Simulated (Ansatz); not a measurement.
# C4H6F4: the cost of one run

The runs use Ansatz 0.2.0, Gaussian basis; the settings change from run to run.

## (1) The geometry

The geometry comes from an earlier relaxation with PBE0-D4 in a triple-zeta def2 set; it is a stationary point, not always the lowest conformer.

SMILES `CC(F)(F)CC(F)F`, 14 atoms, charge 0, spin multiplicity 1.

Atoms are counted from 1 here; the program's logs count them from 0.

Bond lengths: C1–C2 1.502 Å, C1–H9 1.089 Å, C1–H10 1.090 Å, C1–H11 1.090 Å, C2–F3 1.371 Å, C2–F4 1.367 Å, C2–C5 1.516 Å, C5–C6 1.506 Å, C5–H12 1.092 Å, C5–H13 1.092 Å, C6–F7 1.357 Å, C6–F8 1.361 Å, C6–H14 1.093 Å. Angles: C2–C1–H9 110.6°, C2–C1–H10 109.9°, C2–C1–H11 108.6°, H9–C1–H10 108.9°, H9–C1–H11 109.6°, H10–C1–H11 109.3°, C1–C2–F3 109.0°, C1–C2–F4 108.7°, C1–C2–C5 117.6°, F3–C2–F4 105.8°, F3–C2–C5 108.1°, F4–C2–C5 106.9°, C2–C5–C6 114.8°, C2–C5–H12 107.1°, C2–C5–H13 109.8°, C6–C5–H12 107.8°, C6–C5–H13 108.9°, H12–C5–H13 108.3° and more.

## (2) B3LYP/def2-SVPD

Options: multiplicity 3, D4 dispersion, high accuracy.

The input, in.yaml:

```yaml
crystal:
  periodic: [false, false, false]
  atoms:
    - {symbol: C, position_ang: [-0.795700, -1.319256, 0.715685]}
    - {symbol: C, position_ang: [-0.777440, -0.377573, -0.454098]}
    - {symbol: F, position_ang: [-0.228975, -1.018795, -1.535080]}
    - {symbol: F, position_ang: [-2.066409, -0.089817, -0.805884]}
    - {symbol: C, position_ang: [-0.061012, 0.947259, -0.279613]}
    - {symbol: C, position_ang: [1.430777, 0.839326, -0.104642]}
    - {symbol: F, position_ang: [1.973221, 2.082072, -0.149631]}
    - {symbol: F, position_ang: [1.741481, 0.315919, 1.112817]}
    - {symbol: H, position_ang: [0.216048, -1.621584, 0.979943]}
    - {symbol: H, position_ang: [-1.254439, -0.833358, 1.576868]}
    - {symbol: H, position_ang: [-1.380808, -2.198228, 0.444577]}
    - {symbol: H, position_ang: [-0.250159, 1.535351, -1.180016]}
    - {symbol: H, position_ang: [-0.478518, 1.483568, 0.574822]}
    - {symbol: H, position_ang: [1.918834, 0.225914, -0.867047]}
basis:
  gaussian: {orbitals: def2-SVPD}
magnetization: {spin_polarized: true, initial_magnetization: 2}
hamiltonian: {xc: {name: B3LYP}, dispersion: d4}
accuracy: high
```

Launch:

```
$ ansatz run in.yaml --threads 2 --pin off --events-out ev --progress --plain --max-ram 32768MiB --backend cpu
```

Q: Estimate wall time and peak memory on 2 threads of AMD EPYC 7R13, shared host.

About 91 s, with a peak of 2.1 GiB.
